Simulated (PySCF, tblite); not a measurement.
# C6H7F2N: geometry, infrared bands and NMR shifts

Wanted: the infrared bands and NMR shifts of C6H7F2N (`[H]/N=C1\C=C(C(F)F)CC1`), by calculation.

Computed with tblite 0.8.0 and PySCF 2.14.0, with density-fitted response routines of our own, on a single molecule in the gas phase. Atoms are numbered from 0 throughout.

### Step 1. The starting structure

16 atoms, charge 0, multiplicity 1; geometry from: force field or distance geometry start.

Bonds of the start (Å): N0–C1 1.30, C1–C2 1.45, C2–C3 1.32, C3–C4 1.48, C4–F5 1.39, C4–F6 1.35, C3–C7 1.50, C7–C8 1.51, C8–C1 1.49, N0–H9 1.05, C2–H10 1.10, C4–H11 1.11, C7–H12 1.13, C7–H13 1.10, C8–H14 1.12, C8–H15 1.10.

### Step 2. Optimising the geometry with GFN2-xTB

Job settings and geometry (Å):

```
{"job": {"kind": "relax", "xc": "GFN2-xTB", "basis": "xTB"}, "charge": 0, "multiplicity": 1}
N      2.694600    -0.393000    -0.745300
C      1.497400     0.025000    -0.481200
C      0.278100    -0.642800    -0.880500
C     -0.672200    -0.282100    -0.031200
C     -2.085900    -0.733400    -0.055200
F     -2.864700     0.409400    -0.187800
F     -2.407000    -1.298700     1.129100
C     -0.129100     0.627900     1.024600
C      1.059400     1.211900     0.298900
H      2.873500    -1.261500    -1.299200
H      0.157100    -1.303100    -1.754300
H     -2.322500    -1.401400    -0.905200
H      0.283200     0.052900     1.901200
H     -0.870000     1.377700     1.340300
H      0.699600     2.022500    -0.386800
H      1.800900     1.597600     1.021100
```

Run with:

```console
$ OMP_NUM_THREADS=1 python probes_run.py task.json out
```

This one command runs all jobs of the session in turn.

**Question.** This job is followed by: GFN2-xTB harmonic vibrations, gas phase; GIAO PBE0/pcSseg-1 NMR shielding, non-relativistic, gas phase. What will the session give for the following? strongest single infrared mode (GFN2-xTB); zero-point energy (GFN2-xTB); ¹³C shifts against TMS (PBE0/pcSseg-1); ¹H shifts against TMS (PBE0/pcSseg-1, means over atoms taken as alike); ¹⁵N shifts against NH3 (PBE0/pcSseg-1); ¹⁹F shifts against CFCl3 (PBE0/pcSseg-1, means over atoms taken as alike).

**Answer**, as computed:

| quantity | value |
| --- | --- |
| strongest single infrared mode (GFN2-xTB) | 1729 cm⁻¹, 159 km/mol |
| zero-point energy (GFN2-xTB) | 74.9 kcal/mol |
| ¹³C shifts against TMS (PBE0/pcSseg-1) | 187.1, 166.4, 139.3, 119.1, 33.7, 29.0 ppm |
| ¹H shifts against TMS (PBE0/pcSseg-1, means over atoms taken as alike) | 10.40, 6.70, 5.97, 2.89, 2.77 ppm |
| ¹⁵N shifts against NH3 (PBE0/pcSseg-1) | 336.4 ppm |
| ¹⁹F shifts against CFCl3 (PBE0/pcSseg-1, means over atoms taken as alike) | -135.0 ppm |

Over 68 steps the energy fell by 0.549 eV; of the close pairs, N0–C1 changed most, 1.295 to 1.260 Å. No mode is imaginary among the 42: a minimum at this level. The strongest single mode, at 1729 cm⁻¹, moves mainly C1 and N0. Unscaled tight-binding wavenumbers are off by several per cent, some by more. Its intensities can rank the bands wrongly. At PBE0/pcSseg-1: Shielding is most anisotropic at N0 (span 598 ppm, paramagnetic term -387 ppm).
